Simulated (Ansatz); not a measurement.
**BrClH₂Sn: up Jacob's ladder to CCSD(T)**

An exercise on one series of results from a longer session: the logs are not shown, and one member is left open.

Program: Ansatz 0.2.0, Gaussian basis. Level of theory: functionals in def2-TZVPP, the program's frozen cores in correlated methods. These are calculated values, not measurements.

The runs, in order: LDA (SPW92), PBE-D4, revPBE-D4, BLYP-D4, r2SCAN-D4, B97M-V, PBE0-D4, B3LYP-D4, r2SCANh-D4, r2SCAN0-D4, HSE06-D4, BHLYP-D4, CAM-B3LYP-D4, LC-ωPBE, ωB97X-V, ωB97M-V, B2PLYP, PBE-QIDH; CCSD(T)/def2-SVP; CCSD(T)/def2-TZVPP; MP2/def2-QZVPP; extrapolation to the limit; RPA on PBE.

## The geometry

An earlier PBE0-D4 in a triple-zeta def2 set relaxation fixed the geometry. Sn takes the def2 core potential; no spin-orbit term is included.

5 atoms, charge 0, spin multiplicity 1.

Atoms are counted from 1 here; the program's logs count them from 0.

Bond lengths: Cl1–Sn2 2.319 Å, Sn2–Br3 2.465 Å, Sn2–H4 1.696 Å, Sn2–H5 1.696 Å. Angles: Cl1–Sn2–Br3 107.0°, Cl1–Sn2–H4 107.5°, Cl1–Sn2–H5 107.5°, Br3–Sn2–H4 108.3°, Br3–Sn2–H5 108.3°, H4–Sn2–H5 117.9°.

Set-up of the first run:

The input, in.yaml:

```yaml
crystal:
  periodic: [false, false, false]
  atoms:
    - {symbol: Cl, position_ang: [-2.002898, 0.518306, -0.750042]}
    - {symbol: Sn, position_ang: [0.074983, 0.078406, 0.180113]}
    - {symbol: Br, position_ang: [1.213956, -1.511361, -1.319786]}
    - {symbol: H, position_ang: [-0.186755, -0.690025, 1.669304]}
    - {symbol: H, position_ang: [0.950615, 1.530974, 0.178910]}
basis:
  gaussian: {orbitals: def2-TZVPP}
hamiltonian: {xc: lda}
output: {orbitals: {seedname: orbitals}}
```

Steps of the session up to this table: LDA; PBE-D4 (GGA); revPBE-D4 (GGA); BLYP-D4 (GGA); r2SCAN-D4 (meta-GGA); B97M-V (meta-GGA); PBE0-D4 (hybrid); B3LYP-D4 (hybrid); r2SCANh-D4 (hybrid); r2SCAN0-D4 (hybrid); HSE06-D4 (hybrid); BHLYP-D4 (hybrid); CAM-B3LYP-D4 (range-separated); LC-ωPBE-D4 (range-separated; the results give it without D4); ωB97X-V (range-separated); ωB97M-V (range-separated); B2PLYP (double hybrid); PBE-QIDH (double hybrid).

One table of the session follows, with a row left open; its other results are not shown here.

It belongs to the step «Orbital energies across the functionals». 

```
  functional  HOMO (eV)  LUMO (eV)  gap (eV)
 LDA (SPW92)      -7.39      -2.72      4.66
      PBE-D4      -7.27      -2.47      4.80
   revPBE-D4      -7.22      -2.38      4.84
     BLYP-D4      -7.10      -2.42      4.67
   r2SCAN-D4      -7.61      -2.23      5.38
      B97M-V      -7.70      -2.18      5.52
     PBE0-D4      -8.55      -1.57      6.98
    B3LYP-D4      -8.28      -1.87      6.41
  r2SCANh-D4      -8.07      -1.91      6.16
  r2SCAN0-D4      -8.77      -1.43      7.34
    HSE06-D4      -8.15      -1.94      6.21
    BHLYP-D4      -9.67      -0.64      9.03
CAM-B3LYP-D4      -9.86      -0.60      9.27
     LC-ωPBE          ?          ?         ?
     ωB97X-V     -10.91       0.50     11.41
     ωB97M-V     -10.75       0.34     11.08
```

Q: Estimate the row for LC-ωPBE from the others.

As computed: HOMO (eV): -11.27; LUMO (eV): 0.62; gap (eV): 11.89. In the column «HOMO (eV)» it is the lowest.
